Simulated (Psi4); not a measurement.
**C2F6 (hexafluoroethane) at 6 levels**

We compute a comparison of 6 runs (B3LYP/6-31G*, BLYP/6-31G*, M06-2X/6-31G*, M06-L/6-31G*, TPSS/6-31G*, revPBE/6-31G*) of C2F6 (hexafluoroethane). 

The results are computed with Psi4 1.11.

1 further run of the same task is left out (it didn't finish).

## 1. Starting point

The species is C2F6 (8 atoms), meant as a singlet with charge 0. SMILES: `FC(F)(F)C(F)(F)F`. The C2–F4 distance was set to 1.988 Å, away from the relaxed value. At this shape a bond of the SMILES string is far longer than usual.

Bond lengths: F1–C2 1.325 Å, C2–F3 1.325 Å, C2–C5 1.549 Å, C5–F6 1.325 Å, C5–F7 1.325 Å, C5–F8 1.325 Å. Angles: F1–C2–F3 109.1°, F1–C2–C5 109.8°, F3–C2–C5 109.8°, C2–C5–F6 109.8°, C2–C5–F7 109.8°, C2–C5–F8 109.8°, F6–C5–F7 109.1°, F6–C5–F8 109.1°, F7–C5–F8 109.1°. A long bond or contact: C2–F4 1.988 Å.

## 2. A single-point energy at B3LYP/6-31G(d) (spherical functions) (run 1)

run.py

```python
import psi4

psi4.set_memory('2200 MB')
psi4.set_num_threads(1)
psi4.set_output_file('c2f6.out', False)

geom = psi4.geometry("""
0 1
F      2.18757909    -0.43009033     2.88214037
C      1.42617064     0.26903275     0.60141101
F      3.19007880     1.70254119    -0.44929561
F      0.90434733    -2.79038849    -1.51408637
C     -1.07832119     1.77055244     0.80890294
F     -0.72745574     3.81599199     2.21007817
F     -1.84556889     2.46017019    -1.47273349
F     -2.83922469     0.34093683     1.86983298
units bohr
symmetry c1
no_reorient
no_com
""")

options = {'basis': '6-31G*', 'puream': True, 'e_convergence': 1e-09, 'd_convergence': 1e-08, 'scf_type': 'pk', 'dft_radial_points': 99, 'dft_spherical_points': 590}
psi4.set_options(options)

e = psi4.energy("b3lyp")
print(f'total energy {e:.8f} hartree = {e * 27.211386:.5f} eV')
```

Launch:

```sh
$ python run.py
```

c2f6.out:

```text
[...]
  Running in c1 symmetry.
[...]
  Nuclear repulsion =  440.564125375084018
[...]
  Multiplicity = 1
[...]
  Nalpha       = 33
  Nbeta        = 33
[...]
    Number of basis functions: 112
[...]
   @RKS iter   1:  -674.92818725257723   -3.11647e-01   6.76309e-03 ADIIS/DIIS
[...]
   @RKS iter  13:  -675.14188878708660   -6.93490e-12   3.27872e-09 DIIS
[...]
    Orbital Energies [Eh]
    ---------------------
    Doubly Occupied:
       1A    -24.801331     2A    -24.801293     3A    -24.776683
       4A    -24.764262     5A    -24.764180     6A    -24.654704
       7A    -10.490627     8A    -10.487436     9A     -1.370351
      10A     -1.347958    11A     -1.292644    12A     -1.273868
      13A     -1.265777    14A     -1.079176    15A     -0.817372
      16A     -0.715412    17A     -0.660169    18A     -0.648949
      19A     -0.639602    20A     -0.618805    21A     -0.578950
      22A     -0.529960    23A     -0.508108    24A     -0.501088
      25A     -0.500915    26A     -0.484106    27A     -0.469894
      28A     -0.459969    29A     -0.442895    30A     -0.438010
      31A     -0.376036    32A     -0.345398    33A     -0.345100
[...]
  @RKS Final Energy:  -675.14188878708660
   => Energetics <=
    Nuclear Repulsion Energy =            440.5641253750840178
    One-Electron Energy =               -1814.2791064967668717
    Two-Electron Energy =                 758.0137223896513206
    DFT Exchange-Correlation Energy =     -59.4406300550551663
    Empirical Dispersion Energy =           0.0000000000000000
    VV10 Nonlocal Energy =                  0.0000000000000000
    Total Energy =                       -675.1418887870866001
[...]
 Multipole Moments:
 ------------------------------------------------------------------------------------
     Multipole            Electronic (a.u.)      Nuclear  (a.u.)        Total (a.u.)
 ------------------------------------------------------------------------------------
 L = 1.  Multiply by 2.5417464519 to convert [e a0] to [Debye]
 Dipole X            :         -9.7904461            9.9148998            0.1244537
 Dipole Y            :        -57.3241155           58.1299636            0.8058481
 Dipole Z            :        -39.6420788           40.1953081            0.5532293
 Magnitude           :                                                    0.9853642
[...]
```

Standard output:

```text
total energy -675.14188879 hartree = -18371.54654 eV
```

It took 27 s on 1 thread of Intel Xeon Platinum 8375C at 2.90GHz (Ice Lake), shared host; peak memory 0.91 GiB.

## 3. Energy and forces at BLYP/6-31G(d) (spherical functions) (run 2)

c2f6.json

```json
{
  "schema_name": "qcschema_input",
  "schema_version": 1,
  "molecule": {
    "schema_name": "qcschema_molecule",
    "schema_version": 2,
    "symbols": ["F", "C", "F", "F", "C", "F", "F", "F"],
    "geometry": [2.18757909, -0.43009033, 2.88214037, 1.42617064, 0.26903275, 0.60141101, 3.1900788, 1.70254119, -0.44929561, 0.90434733, -2.79038849, -1.51408637, -1.07832119, 1.77055244, 0.80890294, -0.72745574, 3.81599199, 2.21007817, -1.84556889, 2.46017019, -1.47273349, -2.83922469, 0.34093683, 1.86983298],
    "molecular_charge": 0,
    "molecular_multiplicity": 1,
    "fix_symmetry": "c1",
    "fix_com": true,
    "fix_orientation": true
  },
  "driver": "gradient",
  "model": {
    "method": "blyp",
    "basis": "6-31G*"
  },
  "keywords": {
    "puream": true,
    "e_convergence": 1e-09,
    "d_convergence": 1e-08,
    "scf_type": "pk",
    "dft_radial_points": 99,
    "dft_spherical_points": 590
  }
}
```

Launch:

```sh
$ psi4 --qcschema c2f6.json -n 1 --memory 2200MB
```

stdout, cut to the lines that bear on the results:

```text
[...]
  Running in c1 symmetry.
[...]
  Nuclear repulsion =  440.564125375084018
[...]
  Multiplicity = 1
[...]
  Nalpha       = 33
  Nbeta        = 33
[...]
    Number of basis functions: 112
[...]
   @RKS iter   1:  -674.90046955625496   -1.75609e-01   6.49955e-03 ADIIS/DIIS
[...]
   @RKS iter  13:  -675.08522665462624   -2.95586e-12   4.64167e-09 DIIS
[...]
  @RKS Final Energy:  -675.08522665462624
   => Energetics <=
    Nuclear Repulsion Energy =            440.5641253750840178
    One-Electron Energy =               -1814.5378451893884630
    Two-Electron Energy =                 772.3796851495919782
    DFT Exchange-Correlation Energy =     -73.4911919899139434
    Empirical Dispersion Energy =           0.0000000000000000
    VV10 Nonlocal Energy =                  0.0000000000000000
    Total Energy =                       -675.0852266546262399
[...]
 Multipole Moments:
 ------------------------------------------------------------------------------------
     Multipole            Electronic (a.u.)      Nuclear  (a.u.)        Total (a.u.)
 ------------------------------------------------------------------------------------
 L = 1.  Multiply by 2.5417464519 to convert [e a0] to [Debye]
 Dipole X            :         -9.7883102            9.9148998            0.1265896
 Dipole Y            :        -57.3341977           58.1299636            0.7957658
 Dipole Z            :        -39.6478911           40.1953081            0.5474170
 Magnitude           :                                                    0.9741322
[...]
  -Total Gradient:
     Atom            X                  Y                   Z
    ------   -----------------  -----------------  -----------------
       1        0.000810787391     0.016433194349     0.005959952609
       2       -0.003361412656     0.028199621183     0.017031384772
       3       -0.001107963027     0.012349047423     0.012384643068
       4       -0.010940102691    -0.069260274571    -0.047635769863
       5        0.003760518576     0.027037548578     0.018419380262
       6       -0.010289011037    -0.021150863006    -0.016489770640
       7        0.005126255514    -0.008440059619     0.023490099863
       8        0.016005116540     0.014843238744    -0.013159947553
[...]
```

The result, in JSON:

```text
{
 "driver": "gradient",
 "model": {
  "method": "blyp",
  "basis": "6-31G*"
 },
 "success": true,
 "return_result": [0.0008107873913572039, 0.016433194349262062, 0.005959952609411845, -0.0033614126556684443, 0.028199621182984802, 0.01703138477197194, -0.0011079630268336915, 0.01234904742326906, 0.012384643068423934, -0.010940102690792937, -0.06926027457118974, -0.04763576986330846, 0.003760518575624844, 0.027037548577761472, 0.01841938026229632, -0.010289011037222504, -0.021150863006119958, -0.016489770640283202, 0.005126255514214639, -0.008440059618946075, 0.023490099862650216, 0.01600511654007092, 0.01484323874428864, -0.013159947553138679],
 "properties": {
  "calcinfo_nbasis": 112,
  "calcinfo_nmo": 112,
  "calcinfo_nalpha": 33,
  "calcinfo_nbeta": 33,
  "calcinfo_natom": 8,
  "nuclear_repulsion_energy": 440.564125375084,
  "return_energy": -675.0852266546262,
  "return_gradient": [0.0008107873913572039, 0.016433194349262062, 0.005959952609411845, -0.0033614126556684443, 0.028199621182984802, 0.01703138477197194, -0.0011079630268336915, 0.01234904742326906, 0.012384643068423934, -0.010940102690792937, -0.06926027457118974, -0.04763576986330846, 0.003760518575624844, 0.027037548577761472, 0.01841938026229632, -0.010289011037222504, -0.021150863006119958, -0.016489770640283202, 0.005126255514214639, -0.008440059618946075, 0.023490099862650216, 0.01600511654007092, 0.01484323874428864, -0.013159947553138679],
  "scf_one_electron_energy": -1814.5378451893885,
  "scf_two_electron_energy": 772.379685149592,
  "scf_xc_energy": -73.49119198991394,
  "scf_dipole_moment": [0.12658963461397477, 0.7957658206857516, 0.5474170030303114],
  "scf_total_energy": -675.0852266546262,
  "scf_total_gradient": [0.0008107873913572039, 0.016433194349262062, 0.005959952609411845, -0.0033614126556684443, 0.028199621182984802, 0.01703138477197194, -0.0011079630268336915, 0.01234904742326906, 0.012384643068423934, -0.010940102690792937, -0.06926027457118974, -0.04763576986330846, 0.003760518575624844, 0.027037548577761472, 0.01841938026229632, -0.010289011037222504, -0.021150863006119958, -0.016489770640283202, 0.005126255514214639, -0.008440059618946075, 0.023490099862650216, 0.01600511654007092, 0.01484323874428864, -0.013159947553138679],
  "scf_iterations": 13
 }
}
```

Run time: 35 s. Hardware: 1 thread of Intel Xeon Platinum 8375C at 2.90GHz (Ice Lake), shared host; peak memory 0.91 GiB.

## 4. Energy and gradient at M06-2X/6-31G(d) (spherical functions) (run 3)

c2f6.xyz

```xyz
8
C2F6
F      1.157617    -0.227594     1.525163
C      0.754697     0.142366     0.318253
F      1.688117     0.900946    -0.237757
F      0.478560    -1.476610    -0.801220
C     -0.570623     0.936936     0.428053
F     -0.384953     2.019336     1.169523
F     -0.976633     1.301866    -0.779337
F     -1.502453     0.180416     0.989473
```

run.py

```python
import psi4

psi4.set_memory(2200000000)
psi4.set_num_threads(1)
psi4.set_output_file('output.dat', False)

with open('c2f6.xyz') as f:
    atoms = ''.join(f.readlines()[2:])
molecule = psi4.geometry('0 1\n' + atoms + 'symmetry c1')

psi4.set_options({
    'basis': '6-31G*',
    'reference': 'rks',
    'puream': True,
    'e_convergence': 1e-09,
    'd_convergence': 1e-08,
    'scf_type': 'pk',
    'dft_radial_points': 99,
    'dft_spherical_points': 590,
})

e, wfn = psi4.gradient('M06-2X', return_wfn=True)
psi4.oeprop(wfn, 'DIPOLE', 'LOWDIN_CHARGES', 'QUADRUPOLE', title='M06-2X')
print('gradient / Eh bohr^-1')
print(e.np.round(6))
print(f'energy = {wfn.energy():.10f} Eh')
```

Launch:

```sh
$ python run.py
```

output.dat, cut to the lines that bear on the results:

```text
[...]
  Running in c1 symmetry.
[...]
  Nuclear repulsion =  440.564125346087621
[...]
  Multiplicity = 1
[...]
  Nalpha       = 33
  Nbeta        = 33
[...]
    Number of basis functions: 112
[...]
   @RKS iter   1:  -674.67389755792340   -4.88505e-01   6.71603e-03 DIIS/ADIIS
[...]
   @RKS iter  14:  -674.91290659607114   -1.48930e-11   6.10948e-09 DIIS
[...]
  @RKS Final Energy:  -674.91290659607114
   => Energetics <=
    Nuclear Repulsion Energy =            440.5641253460876214
    One-Electron Energy =               -1813.5743677046193625
    Two-Electron Energy =                 733.2751200275412202
    DFT Exchange-Correlation Energy =     -35.1777842650805752
    Empirical Dispersion Energy =           0.0000000000000000
    VV10 Nonlocal Energy =                  0.0000000000000000
    Total Energy =                       -674.9129065960711387
[...]
  -Total Gradient:
     Atom            X                  Y                   Z
    ------   -----------------  -----------------  -----------------
       1        0.010768988993     0.008280814076     0.033472218516
       2       -0.017944307110     0.032632579113     0.015476993885
       3        0.020775620823     0.029567899101     0.000260476550
       4       -0.014278103123    -0.092905475948    -0.063773388927
       5        0.017588180788     0.019899507684     0.018012571741
       6       -0.007946296192     0.003497308541    -0.000178860458
       7       -0.004391389759    -0.000323055824    -0.001986045789
       8       -0.004610910296    -0.000701716984    -0.001341111725
[...]
 Multipole Moments:
 ------------------------------------------------------------------------------------
     Multipole            Electronic (a.u.)      Nuclear  (a.u.)        Total (a.u.)
[...]
```

The script printed:

```text
gradient / Eh bohr^-1
[[ 0.010769  0.008281  0.033472]
 [-0.017944  0.032633  0.015477]
 [ 0.020776  0.029568  0.00026 ]
 [-0.014278 -0.092905 -0.063773]
 [ 0.017588  0.0199    0.018013]
 [-0.007946  0.003497 -0.000179]
 [-0.004391 -0.000323 -0.001986]
 [-0.004611 -0.000702 -0.001341]]
energy = -674.9129065961 Eh
```

It took 89 s on 1 thread of Intel Xeon Platinum 8375C at 2.90GHz (Ice Lake), shared host; peak memory 0.89 GiB.

Runs 4 to 5 aren't shown in full; the table further down has their settings and results.

## 5. The energy at revPBE/6-31G(d) (spherical functions) (run 6)

job.py

```python
import psi4

psi4.set_memory('2200 MB')
psi4.set_num_threads(1)
psi4.core.set_output_file('c2f6.out', False)

m = psi4.geometry("""
0 1
F
C 1 1.325084
F 2 1.32509 1 109.13652
F 2 1.9876 1 109.13689 3 119.19067
C 2 1.549152 1 109.80274 3 -120.40117
F 5 1.325081 2 109.80115 1 60.27224
F 5 1.325069 6 109.13764 2 -120.40489
F 5 1.325074 7 109.13672 6 119.18999
units angstrom
symmetry c1
no_reorient
no_com
""")

psi4.set_options({
    'basis': '6-31G*',
    'puream': True,
    'e_convergence': 1e-09,
    'd_convergence': 1e-08,
    'scf_type': 'pk',
    'dft_radial_points': 99,
    'dft_spherical_points': 590,
})

E, wfn = psi4.energy("REVPBE", molecule=m, return_wfn=True)
psi4.oeprop(wfn, "WIBERG_LOWDIN_INDICES", "DIPOLE", "MAYER_INDICES", title="REVPBE")
print('E =', round(E, 9))
```

Launch:

```sh
$ python job.py
```

c2f6.out:

```text
[...]
  Running in c1 symmetry.
[...]
  Nuclear repulsion =  440.564140308836841
[...]
  Multiplicity = 1
[...]
  Nalpha       = 33
  Nbeta        = 33
[...]
    Number of basis functions: 112
[...]
   @RKS iter   1:  -674.78260484622956   -2.02798e-01   5.91481e-03 ADIIS/DIIS
[...]
   @RKS iter  13:  -674.94001221095800   -3.06954e-12   7.04552e-09 DIIS
[...]
    Orbital Energies [Eh]
    ---------------------
    Doubly Occupied:
       1A    -24.377847     2A    -24.377800     3A    -24.353515
       4A    -24.340733     5A    -24.340646     6A    -24.229535
       7A    -10.186694     8A    -10.179600     9A     -1.256452
      10A     -1.234841    11A     -1.181115    12A     -1.162234
      13A     -1.153982    14A     -0.969826    15A     -0.732533
      16A     -0.637138    17A     -0.583009    18A     -0.575225
      19A     -0.565636    20A     -0.545949    21A     -0.503623
      22A     -0.451794    23A     -0.432267    24A     -0.423875
      25A     -0.423760    26A     -0.408219    27A     -0.394677
      28A     -0.383241    29A     -0.368915    30A     -0.366089
      31A     -0.320405    32A     -0.266194    33A     -0.265849
[...]
  @RKS Final Energy:  -674.94001221095800
   => Energetics <=
    Nuclear Repulsion Energy =            440.5641403088368406
    One-Electron Energy =               -1814.3153019768601553
    Two-Electron Energy =                 772.1197583083932159
    DFT Exchange-Correlation Energy =     -73.3086088513279464
    Empirical Dispersion Energy =           0.0000000000000000
    VV10 Nonlocal Energy =                  0.0000000000000000
    Total Energy =                       -674.9400122109580025
[...]
 Multipole Moments:
 ------------------------------------------------------------------------------------
     Multipole            Electronic (a.u.)      Nuclear  (a.u.)        Total (a.u.)
 ------------------------------------------------------------------------------------
 L = 1.  Multiply by 2.5417464519 to convert [e a0] to [Debye]
 Dipole X            :         -0.7374708           -0.0896394           -0.8271102
 Dipole Y            :         -0.3992913           -0.0500683           -0.4493596
 Dipole Z            :         -0.2840017           -0.0356245           -0.3196262
 Magnitude           :                                                    0.9940806
[...]
```

Standard output:

```text
E = -674.940012211
```

It took 27 s on 1 thread of Intel Xeon Platinum 8375C at 2.90GHz (Ice Lake), shared host; peak memory 0.91 GiB.

## 6. All runs side by side

```csv
run,level,task,energy (Eh),dipole moment (D),HOMO energy (eV),LUMO energy (eV),wall time
1,B3LYP/6-31G* (spherical functions),energy,-675.141889,2.50,-9.39,-3.60,27 s
2,BLYP/6-31G* (spherical functions),gradient,-675.085227,2.48,-7.20,-4.02,35 s
3,M06-2X/6-31G* (spherical functions),gradient,-674.912907,2.57,-12.08,-2.34,89 s
4,M06-L/6-31G* (spherical functions),gradient,-675.084785,2.53,-8.11,-4.30,69 s
5,TPSS/6-31G* (spherical functions),gradient,-675.207977,2.50,-7.58,-4.15,84 s
6,revPBE/6-31G* (spherical functions),energy,-674.940012,2.53,-7.23,-4.05,27 s
```

## 7. Summary of results

```
            quantity          value
 run 6: total energy  -674.94001 Eh
run 6: dipole moment         2.53 D
  run 6: HOMO energy       -7.23 eV
  run 6: LUMO energy       -4.05 eV
run 6: HOMO–LUMO gap        3.19 eV
```

What this shows: The dipole moment (its size) runs from 2.48 D (BLYP/6-31G*) to 2.57 D (M06-2X/6-31G*). The HOMO–LUMO gap runs from 3.18 eV (BLYP/6-31G*) to 9.74 eV (M06-2X/6-31G*). Totals of different functionals can't be ranked against each other. All runs together took 5.5 min, the longest 89 s.
